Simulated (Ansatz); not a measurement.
# SiPd3Pt: the cost of one run

Program: Ansatz 0.2.0. Level of theory: DFT PBE, scalar-relativistic, plane waves, PAW. These are calculated values, not measurements.

## (1) The structure to begin with

The structure is hexagonal, space group P6/mmm (No. 191). Conventional cell: a = 4.175 Å, b = 4.175 Å, c = 4.808 Å, α = 90.00°, β = 90.00°, γ = 120.00°. Si (site symmetry 6/mmm) has 6 Pd at 2.09 Å and 2 Pt at 2.40 Å in its first shell of neighbours. Pd (site symmetry mmm) has 4 Pd at 2.09 Å and 2 Si at 2.09 Å in its first shell of neighbours. Around Pt (site symmetry 6/mmm) lie 2 Si at 2.40 Å.

As a file:

```cif
data_structure
_symmetry_space_group_name_H-M 'P6/mmm'
_symmetry_Int_Tables_number 191
_cell_length_a 4.1746
_cell_length_b 4.1746
_cell_length_c 4.8079
_cell_angle_alpha 90.000
_cell_angle_beta 90.000
_cell_angle_gamma 120.000
_cell_volume 72.56
loop_
_atom_site_label
_atom_site_type_symbol
_atom_site_symmetry_multiplicity
_atom_site_Wyckoff_symbol
_atom_site_fract_x
_atom_site_fract_y
_atom_site_fract_z
_atom_site_occupancy
Si1 Si 1 a 0.00000 0.00000 0.00000 1
Pd1 Pd 3 f 0.50000 0.00000 0.00000 1
Pt1 Pt 1 b 0.00000 0.00000 0.50000 1
```

Recipe of the guess: random cell by space group and Wyckoff sites (P6/mmm, No. 191). The dimensions are guesses.

## (2) A first look at the guess

input.yaml

```yaml
crystal:
  lattice:
    - [4.17458127, 0.0, 0.0]
    - [-2.08729064, 3.61529343, 0.0]
    - [0.0, 0.0, 4.80789308]
  atoms:
    - { symbol: Si, position: [0.0, 0.0, 0.0] }
    - { symbol: Pd, position: [0.5, 0.0, 0.0] }
    - { symbol: Pd, position: [0.0, 0.5, 0.0] }
    - { symbol: Pd, position: [0.5, 0.5, 0.0] }
    - { symbol: Pt, position: [0.0, 0.0, 0.5] }
basis:
  ecutwfc: 420
kpoints:
  mp_grid: { grid: [6, 6, 4] }
hamiltonian:
  xc: pbe
scf:
  occupations: { method: gaussian, width: 0.1 }
  lower_state_search: "off"
output:
  forces: true
  stress: true
  eigenvalues: true
```

The run is started by

```
$ ansatz run input.yaml --threads 1 --pin off --max-ram 2560MiB --backend cpu --events-out ev --progress --plain --runs-dir out
```

Q: Estimate wall time and peak memory on 1 thread of Arm Neoverse V1, shared host.

About 5 s, with a peak of 0.36 GiB.
